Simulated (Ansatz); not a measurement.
# Ba3Rh2C3: the cost of one run

Method: DFT PBE, scalar-relativistic, plane waves, PAW, in Ansatz 0.2.0.

### 1 The structure to begin with

It takes space group P-4m2 (No. 115, tetragonal). Conventional cell: a = 4.168 Å, b = 4.168 Å, c = 9.417 Å, α = 90.00°, β = 90.00°, γ = 90.00°. Ba (site symmetry 2mm) is surrounded by 4 Rh at 2.95 Å and 2 Ba at 3.13 Å and 6 C at 3.13 to 3.16 Å. Ba (site symmetry -4m2) is surrounded by 4 C at 2.95 Å and 4 Ba at 3.13 Å and 4 Rh at 3.15 Å. Around Rh (site symmetry 2mm) lie 6 Ba at 2.95 to 3.15 Å and 6 C at 3.14 to 3.15 Å. C (site symmetry -4m2) has 4 C at 2.95 Å and 4 Rh at 3.14 Å and 4 Ba at 3.16 Å in its first shell of neighbours. C (site symmetry -4m2) has 8 Ba at 2.95 to 3.13 Å and 4 Rh at 3.15 Å in its first shell of neighbours.

Structure file:

```xyz
8
Lattice="4.1683 0.0000 0.0000 0.0000 4.1683 0.0000 0.0000 0.0000 9.4168" Properties=species:S:1:pos:R:3 pbc="T T T"
Ba    0.0000    2.0841    7.0865
Ba    2.0841    0.0000    2.3303
Ba    2.0841    2.0841    0.0000
Rh    2.0841    0.0000    7.0590
Rh    0.0000    2.0841    2.3578
C     0.0000    0.0000    4.7084
C     0.0000    0.0000    0.0000
C     2.0841    2.0841    4.7084
```

The cell is invented: species swapped into a database cell of Nb2Al3Ga3 (P-4m2, No. 115), with Ba on the Al sites, Rh on the Nb sites and C on the Ga sites. Its size is a rough estimate.

### 2 A first look at the guess

The input, input.yaml:

```yaml
crystal:
  lattice:
    - [4.1682557, 0.0, 0.0]
    - [0.0, 4.1682557, 0.0]
    - [0.0, 0.0, 9.41682555]
  atoms:
    - { symbol: Ba, position: [0.0, 0.5, 0.75254071] }
    - { symbol: Ba, position: [0.5, 0.0, 0.24745929] }
    - { symbol: Ba, position: [0.5, 0.5, 0.0] }
    - { symbol: Rh, position: [0.5, 0.0, 0.74961799] }
    - { symbol: Rh, position: [0.0, 0.5, 0.25038201] }
    - { symbol: C, position: [0.0, 0.0, 0.5] }
    - { symbol: C, position: [0.0, 0.0, 0.0] }
    - { symbol: C, position: [0.5, 0.5, 0.5] }
basis:
  ecutwfc: 420
kpoints:
  mp_grid: { grid: [4, 4, 2] }
hamiltonian:
  xc: pbe
scf:
  occupations: { method: gaussian, width: 0.1 }
  lower_state_search: "off"
output:
  forces: true
  stress: true
  eigenvalues: true
```

Started as:

```bash
$ ansatz run input.yaml --threads 1 --pin off --max-ram 2560MiB --backend cpu --events-out ev --progress --plain --runs-dir out
```

Q: Estimate wall time and peak memory on 1 thread of INTEL XEON PLATINUM 8581C at 2.30GHz (Emerald Rapids), shared host.

About 4.5 s, with a peak of 0.43 GiB.
